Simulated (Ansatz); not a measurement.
# CH₆O₃Sn: small, medium and large basis sets

One table from this session's results is given with a row withheld; the runs are named, their logs left out.

Program: Ansatz 0.2.0, Gaussian basis. Level of theory: one geometry, several basis sets. These are calculated values, not measurements.

The runs, in order: PBE0-D4/def2-SVP; ωB97M-V/def2-SVP; PBE0-D4/def2-QZVPP; ωB97M-V/def2-QZVPP; the functionals' def2-TZVPP values are taken from earlier runs.

**The geometry**

All runs share one geometry, relaxed beforehand with PBE0-D4 in a triple-zeta def2 set. Sn takes the def2 core potential; no spin-orbit term is included.

SMILES `C[O][SnH]([OH])[OH]`, 11 atoms, charge 0, spin multiplicity 1.

Atoms are counted from 1 here; the program's logs count them from 0.

Bond lengths: C1–O2 1.410 Å, C1–H6 1.098 Å, C1–H7 1.097 Å, C1–H8 1.093 Å, O2–Sn3 1.952 Å, Sn3–O4 1.958 Å, Sn3–O5 1.948 Å, Sn3–H9 1.690 Å, O4–H10 0.960 Å, O5–H11 0.961 Å. Angles: O2–C1–H6 112.3°, O2–C1–H7 112.3°, O2–C1–H8 108.0°, H6–C1–H7 108.2°, H6–C1–H8 107.9°, H7–C1–H8 108.1°, C1–O2–Sn3 120.6°, O2–Sn3–O4 107.7°, O2–Sn3–O5 110.0°, O2–Sn3–H9 108.0°, O4–Sn3–O5 102.6°, O4–Sn3–H9 116.0°, O5–Sn3–H9 112.2°, Sn3–O4–H10 113.3°, Sn3–O5–H11 111.5°.

Set-up of the first run:

in.yaml reads:

```yaml
crystal:
  periodic: [false, false, false]
  atoms:
    - {symbol: C, position_ang: [0.020005, 1.579361, -0.769856]}
    - {symbol: O, position_ang: [0.863769, 0.452807, -0.846596]}
    - {symbol: Sn, position_ang: [0.608964, -1.064843, 0.354415]}
    - {symbol: O, position_ang: [-1.064266, -1.949195, -0.148350]}
    - {symbol: O, position_ang: [0.231438, -0.431302, 2.157609]}
    - {symbol: H, position_ang: [-1.015458, 1.343197, -1.048066]}
    - {symbol: H, position_ang: [0.011790, 2.025350, 0.231858]}
    - {symbol: H, position_ang: [0.393624, 2.329486, -1.472199]}
    - {symbol: H, position_ang: [2.001221, -2.020632, 0.290789]}
    - {symbol: H, position_ang: [-1.276147, -1.858179, -1.080747]}
    - {symbol: H, position_ang: [-0.709540, -0.463150, 2.351744]}
basis:
  gaussian: {orbitals: def2-SVP}
hamiltonian: {xc: pbe0, dispersion: d4}
output: {orbitals: {seedname: orbitals}}
```

Steps of the session up to this table: PBE0-D4 in def2-SVP; ωB97M-V in def2-SVP; PBE0-D4 in def2-QZVPP; ωB97M-V in def2-QZVPP.

One of the session's tables, all rows but one given; the rest of the session is left out.

It belongs to the step «Functionals by basis». 

```
functional       basis  HOMO (eV)
   PBE0-D4    def2-SVP          ?
   PBE0-D4  def2-TZVPP      -7.94
   PBE0-D4  def2-QZVPP      -7.98
   ωB97M-V    def2-SVP     -10.16
   ωB97M-V  def2-TZVPP     -10.37
   ωB97M-V  def2-QZVPP     -10.42
```

Q: Estimate the row for PBE0-D4, def2-SVP from the others.

As computed: HOMO (eV): -7.76. In the column «HOMO (eV)» it is the highest.
